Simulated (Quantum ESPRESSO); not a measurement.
Runs of Quantum ESPRESSO 7.5 on HfIn4SiO6. The typed cell holds 12 atoms: a = 5.699 Å, b = 6.149 Å, c = 7.308 Å, α = 98.49°, β = 111.85°, γ = 96.55°. The cell was built by a generator and needn't be a form met in nature.

```tsv
task	level	potentials or basis	k mesh	cutoff (eV)	form of the LDA correlation	SCF threshold	symmetry	dos occupations	mesh quality	gap on the mesh (eV)	pressure (GPa)	largest force (eV/Å)
band structure	LDA	SG15 PBE 1.2	3 × 3 × 2	1197	PZ81	2.4e-09 Ry	-	-	coarse	0.91	-4.9	1.03
band structure	PBEsol	SG15 PBE 1.2	3 × 3 × 2	1197	-	2.4e-09 Ry	-	-	coarse	0.91	-2.5	0.55
band structure	r2SCAN	SG15 PBE 1.2	3 × 3 × 2	1197	-	1e-08 Ry	off	-	coarse	1.36	-3.7	0.58
projected density of states	PBE	SSSP 1.3 efficiency PBE	5 × 5 × 4	816	-	2.4e-09 Ry	-	tetrahedra_opt	not flagged	0.88	-0.3	0.15
band structure	PBE	PseudoDojo 0.4.1 SR PBE standard	3 × 3 × 2	1143	-	2.4e-09 Ry	-	-	coarse	0.99	-0.3	(a)
band structure	PBE	SG15 PBE 1.2	3 × 3 × 2	1197	-	2.4e-09 Ry	-	-	coarse	0.99	(b)	0.17
```

Alike in all rows: no spin polarisation; cell as given; smearing fermi-dirac 0.05 eV.

Task: Estimate the missing entries.

Result: (a) 0.20; (b) 0.3.

Caveats: some runs use coarse meshes; spin-orbit coupling is left out, which moves the levels of the heavy elements; the potentials were made for another functional, which shifts forces and pressure (some runs); an odd mesh through Γ misses points on the zone boundary, where band edges often lie (some runs).

A k mesh can miss the band edges, and the runs leave out spin-orbit coupling on Hf, In.

Not every run made on this cell is shown here.
